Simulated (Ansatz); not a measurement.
**H8N2O2Si2: a ladder of functionals and wavefunction methods**

An exercise on one series of results from a longer session: the logs are not shown, and one member is left open.

Method: functionals in def2-TZVPP, the program's frozen cores in correlated methods; program: Ansatz 0.2.0, Gaussian basis.

Levels to be run: PBE-D4, r2SCAN-D4, PBE0-D4, B3LYP-D4, ωB97X-V, ωB97M-V, B2PLYP; CCSD(T)/def2-TZVPP; MP2/def2-QZVPP; extrapolation to the limit.

### Structure used throughout

An earlier PBE0-D4 in a triple-zeta def2 set relaxation fixed the geometry.

SMILES `N[Si@H](O)[Si@H](N)O`, 14 atoms, charge 0, spin multiplicity 1.

Atoms are counted from 1 here; the program's logs count them from 0.

Bond lengths: N1–Si2 1.715 Å, N1–H7 1.007 Å, N1–H8 1.008 Å, Si2–O3 1.658 Å, Si2–Si4 2.349 Å, Si2–H9 1.482 Å, O3–H10 0.958 Å, Si4–N5 1.721 Å, Si4–O6 1.656 Å, Si4–H11 1.495 Å, N5–H12 1.008 Å, N5–H13 1.008 Å, O6–H14 0.959 Å. Angles: Si2–N1–H7 122.4°, Si2–N1–H8 119.8°, H7–N1–H8 112.0°, N1–Si2–O3 117.0°, N1–Si2–Si4 103.2°, N1–Si2–H9 107.7°, O3–Si2–Si4 111.2°, O3–Si2–H9 102.3°, Si4–Si2–H9 115.9°, Si2–O3–H10 117.1°, Si2–Si4–N5 107.0°, Si2–Si4–O6 106.4°, Si2–Si4–H11 114.5°, N5–Si4–O6 117.2°, N5–Si4–H11 103.5°, O6–Si4–H11 108.6°, Si4–N5–H12 121.4°, Si4–N5–H13 119.8° and more.

The first run:

in.yaml

```yaml
crystal:
  periodic: [false, false, false]
  atoms:
    - {symbol: N, position_ang: [-0.249954, 1.658867, 1.180844]}
    - {symbol: Si, position_ang: [-0.569882, 1.175209, -0.433644]}
    - {symbol: O, position_ang: [-2.152506, 1.204030, -0.928478]}
    - {symbol: Si, position_ang: [0.309340, -1.000734, -0.525004]}
    - {symbol: N, position_ang: [0.974605, -1.339792, 1.025093]}
    - {symbol: O, position_ang: [1.343836, -1.032551, -1.817301]}
    - {symbol: H, position_ang: [-0.413917, 2.598219, 1.505837]}
    - {symbol: H, position_ang: [-0.313781, 0.984785, 1.926999]}
    - {symbol: H, position_ang: [0.061872, 2.166823, -1.335226]}
    - {symbol: H, position_ang: [-2.736502, 0.538336, -0.562267]}
    - {symbol: H, position_ang: [-0.713701, -2.075845, -0.707452]}
    - {symbol: H, position_ang: [1.129504, -2.286075, 1.334410]}
    - {symbol: H, position_ang: [1.646335, -0.707081, 1.431522]}
    - {symbol: H, position_ang: [1.684752, -1.884181, -2.095333]}
basis:
  gaussian: {orbitals: def2-TZVPP}
hamiltonian: {xc: pbe, dispersion: d4}
output: {forces: true, orbitals: {seedname: orbitals}}
```

The run is started by

```
> ansatz run in.yaml --threads 2 --pin off --events-out ev --progress --plain --max-ram 22528MiB --backend cuda --devices 0, --max-vram 18GiB
```

Steps of the session up to this table: PBE-D4 (GGA); r2SCAN-D4 (meta-GGA); PBE0-D4 (hybrid); B3LYP-D4 (hybrid); ωB97X-V (range-separated); ωB97M-V (range-separated); B2PLYP (double hybrid); CCSD(T) in def2-TZVPP; MP2 in def2-QZVPP.

One of the session's tables, all rows but one given; the rest of the session is left out.

It belongs to the step «Atomisation energies». 

| method | atomisation energy (kJ/mol) |
| --- | --- |
| PBE-D4 | 5099.8 |
| r2SCAN-D4 | 5020.5 |
| PBE0-D4 | 4990.5 |
| B3LYP-D4 | 5042.6 |
| ωB97X-V | 5069.8 |
| ωB97M-V | 5062.6 |
| B2PLYP | 4980.0 |
| HF/def2-TZVPP | 3475.1 |
| MP2/def2-TZVPP | 4969.4 |
| CCSD/def2-TZVPP | ? |
| CCSD(T)/def2-TZVPP | 4886.3 |
| MP2/CBS | 5146.5 |
| CCSD(T)/CBS | 5063.3 |

**Question.** Estimate the row for CCSD/def2-TZVPP.

The run gave: atomisation energy (kJ/mol): 4810.2. In the column «atomisation energy (kJ/mol)» it lies between HF/def2-TZVPP (3475.1) and CCSD(T)/def2-TZVPP (4886.3).
